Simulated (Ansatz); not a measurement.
**Hg2Br2 in a box, plane waves**

Ansatz 0.2.0, DFT PBE, spin-orbit coupling, plane waves, PAW, molecule in a box. The geometry was relaxed with Gaussian bases (B3LYP; Hg def2-SVP with ECP60, Br def2-SVP).

```yaml
crystal:
  lattice:
    - [13.89, 0.0, 0.0]
    - [0.0, 9.0, 0.0]
    - [0.0, 0.0, 13.47]
  atoms:
    - { symbol: Hg, position: [0.49988625, 0.5, 0.66516184] }
    - { symbol: Hg, position: [0.49988625, 0.5, 0.33407572] }
    - { symbol: Br, position: [0.67579914, 0.5, 0.66605048] }
    - { symbol: Br, position: [0.32397408, 0.5, 0.66605048] }
basis:
  ecutwfc: 420
  ecutrho_ratio: 4
kpoints:
  mp_grid: { grid: [1, 1, 1] }
hamiltonian:
  xc: pbe
scf:
  occupations: { method: gaussian, width: 0.01 }
output:
  forces: true
  eigenvalues: true
  populations: true
  write_density: true
  write_potential: true
  elf: true
  volumetric_format: npy
magnetization:
  noncollinear: true
  spin_orbit: true
```

Command:
```sh
ansatz run input.yaml --threads 2 --pin off --max-ram 5120MiB --backend cpu --events-out ev --progress --plain --runs-dir out
```
It took 20 s on 2 threads of Arm Neoverse V1, with other jobs on the host, peak memory 2.1 GiB.

Task: How does the SCF go?

Result: 
```
SCF iter   1: F=—  HF=-33277.041874 eV  |F-HF|=—  |Δ(HF+E_count)|=         —  Δρ=8.45e-3
preconditioner: auto → Resta (q_TF=auto, 1.538 Å⁻¹)  ε∞=1.4  [insulator: Δε(μ)=3.493 eV  Ē_g=9.115 eV  σ=0.010 eV  W_gap=1.00  n_s
spin=Noncollinear: Resta preconditioning applied to the charge; magnetization (m_x, m_y, m_z) channels mix plain (no charge-respon
SCF iter   2: F=—  HF=-33276.269248 eV  |F-HF|=—  |Δ(HF+E_count)|=   7.73e-1  Δρ=4.22e-3
SCF iter   3: F=—  HF=-33276.165018 eV  |F-HF|=—  |Δ(HF+E_count)|=   1.04e-1  Δρ=2.18e-3
SCF iter   4: F=—  HF=-33276.146570 eV  |F-HF|=—  |Δ(HF+E_count)|=   1.84e-2  Δρ=3.32e-4
SCF iter   5: F=—  HF=-33276.146514 eV  |F-HF|=—  |Δ(HF+E_count)|=   5.67e-5  Δρ=1.09e-4
SCF iter   6: F=—  HF=-33276.146502 eV  |F-HF|=—  |Δ(HF+E_count)|=   1.13e-5  Δρ=3.40e-5
SCF iter   7: F=—  HF=-33276.146656 eV  |F-HF|=—  |Δ(HF+E_count)|=   1.54e-4  Δρ=5.51e-6
SCF iter   8: F=-33276.146657 eV  HF=-33276.146657 eV  |F-HF|=2.47e-8  |Δ(HF+E_count)|=   1.74e-7  Δρ=1.84e-6
```

Task: Which levels lie next to the highest filled one (eV, counted from it)?

Result: Filled: -0.81, -0.81, -0.49, -0.49, -0.36, -0.36, -0.02, -0.02, 0.00, 0.00. Empty: 3.26, 3.26, 4.94, 4.94, 5.26, 5.26, 5.72, 5.72.

Task: What forces are left at this geometry, relaxed with Gaussian bases (eV/Å)?

Result: 
```
Hg   0.00  0.00 -0.02
Hg   0.00  0.00  0.03
Br  -0.44  0.00 -0.01
Br   0.44  0.00 -0.01
```

The highest of the empty levels listed lie near the vacuum level and may be states of the box.

The forces come from the other functional as well as from the basis.

A frequency check found unstable modes (1, the lowest at -23 cm⁻¹), so the relaxed geometry is a saddle point, or these are noise.
